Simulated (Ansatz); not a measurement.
Run this with Ansatz's Python interface and show what comes out.

The script reads `li3y_li3y_p6_3_mmc.vasp`:
```text
Li3Y
1.0
   6.56809389    0.00000000    0.00000000
  -3.28404694    5.68813616    0.00000000
   0.00000000    0.00000000    4.99278600
Li Y
6 2
Direct
   0.29953800    0.14976900    0.75000000
   0.85023100    0.14976900    0.75000000
   0.85023100    0.70046200    0.75000000
   0.70046200    0.85023100    0.25000000
   0.14976900    0.85023100    0.25000000
   0.14976900    0.29953800    0.25000000
   0.66666667    0.33333333    0.25000000
   0.33333333    0.66666667    0.75000000
```

Contents of `li3y_liy3_pm_3m.cif`:
```cif
data_LiY3
_cell_length_a 4.919707
_cell_length_b 4.919707
_cell_length_c 4.919707
_cell_angle_alpha 90.00000
_cell_angle_beta 90.00000
_cell_angle_gamma 90.00000
_symmetry_space_group_name_H-M 'P 1'
_symmetry_Int_Tables_number 1
loop_
_symmetry_equiv_pos_as_xyz
'x, y, z'
loop_
_atom_site_label
_atom_site_type_symbol
_atom_site_fract_x
_atom_site_fract_y
_atom_site_fract_z
Li1 Li    0.000000    0.000000    0.000000
Y2 Y    0.500000    0.500000    0.000000
Y3 Y    0.500000    0.000000    0.500000
Y4 Y    0.000000    0.500000    0.500000
```

Contents of `li3y_li.vasp`:
```text
Li
1.0
  -1.75465000    1.75465000    1.75465000
   1.75465000   -1.75465000    1.75465000
   1.75465000    1.75465000   -1.75465000
Li
1
Direct
   0.00000000    0.00000000    0.00000000
```

Contents of `li3y_y.cif`:
```cif
data_Y
_cell_length_a 3.647400
_cell_length_b 3.647400
_cell_length_c 5.730600
_cell_angle_alpha 90.00000
_cell_angle_beta 90.00000
_cell_angle_gamma 120.00000
_symmetry_space_group_name_H-M 'P 1'
_symmetry_Int_Tables_number 1
loop_
_symmetry_equiv_pos_as_xyz
'x, y, z'
loop_
_atom_site_label
_atom_site_type_symbol
_atom_site_fract_x
_atom_site_fract_y
_atom_site_fract_z
Y1 Y    0.333333    0.666667    0.250000
Y2 Y    0.666667    0.333333    0.750000
```

`run_hull.py`:
```python
# -*- coding: utf-8 -*-
"""Convex hull of a few Li-Y phases, after relaxing atoms and volume at fixed cell shape."""

from collections import Counter
from dataclasses import dataclass
import warnings

import ansatz as az
from ase.io import read
import numpy as np
import pandas as pd
from scipy.spatial import ConvexHull


@dataclass(frozen=True)
class Settings:
    cutoff: int = 500
    kspacing: float = 0.3
    smearing: str = "cold"
    sigma: float = 0.1


opts = Settings()


def compute(name, crystal):
    calc = (
        crystal.calculation()
        .functional(az.Functional.PBE)
        .basis(opts.cutoff)
        .kpoints(spacing=opts.kspacing)
        .occupations(opts.smearing, width=opts.sigma)
    )
    calc = calc.relax(force_tolerance=0.03, fix_cell=["shape"])
    return calc.run(threads=1)


def counts(outcome):
    return Counter(site.symbol for site in outcome.lattice.sites)

def formation_energy(outcome, mu):
    n = counts(outcome)
    return (outcome.report["energy_sigma0_ev"] - sum(k * mu[element] for element, k in n.items())) / sum(n.values())

warnings.simplefilter("ignore", az.DeckWarning)

phases = {}
atoms = read("li3y_li3y_p6_3_mmc.vasp", format="vasp")
li3y_p6_3_mmc = az.Crystal.from_ase(atoms)
phases["Li3Y P6_3/mmc"] = li3y_p6_3_mmc
atoms = read("li3y_liy3_pm_3m.cif")
liy3_pm_3m = az.Crystal.from_ase(atoms)
phases["LiY3 Pm-3m"] = liy3_pm_3m
atoms = read("li3y_li.vasp", format="vasp")
li = az.Crystal.from_ase(atoms)
phases["Li"] = li
atoms = read("li3y_y.cif")
y = az.Crystal.from_ase(atoms)
phases["Y"] = y

done = {name: compute(name, crystal) for name, crystal in phases.items()}

# chemical potentials of the elements at zero temperature
references = {"Li": "Li", "Y": "Y"}
mu = {element: done[name].report["energy_sigma0_ev"] / len(done[name].lattice.sites) for element, name in references.items()}
points = sorted((counts(o)["Y"] / len(o.lattice.sites), formation_energy(o, mu), name) for name, o in done.items())

xy = np.array([(x, e) for x, e, _ in points] + [(0.5, 10.0)])
hull = sorted(tuple(xy[i]) for i in ConvexHull(xy).vertices if xy[i, 1] < 5)
rows = [(name, x, e, e - np.interp(x, *zip(*hull))) for x, e, name in points]
print(pd.DataFrame(rows, columns=["phase", "x(Y)", "E_form (eV/atom)", "above hull (eV/atom)"]).round(4).to_string(index=False))
print("on the hull of these phases:", ", ".join(row[0] for row in rows if row[3] < 1e-6))
```

Running `python run_hull.py` prints:
```text
        phase  x(Y)  E_form (eV/atom)  above hull (eV/atom)
           Li  0.00            0.0000                0.0000
Li3Y P6_3/mmc  0.25            0.1798                0.1798
   LiY3 Pm-3m  0.75            0.1990                0.1990
            Y  1.00            0.0000                0.0000
on the hull of these phases: Li, Y
```

Caveats:
- The run is spin-unpolarised.
- For the metals among these phases the mesh is modest: differences between phases can be off by up to 40 meV an atom.
- Atoms and volume are relaxed with the cell's shape held, which in cells of lower than cubic symmetry can hide stresses and shift volumes.
- The cells come from databases of deposited and of computed structures, and not all need be stable phases.
- Differences under about 40 meV an atom lie within the error of mesh and functional, so such verdicts may flip; only the cells listed enter the hull.
- It ran for 24 s on 1 thread of Arm Neoverse V2 (shared host), peak memory 0.6 GiB.

(A comment or docstring line of the script was reworded after the run, the code is as it ran; lines on the test bed's own set-up are left out of the output.)
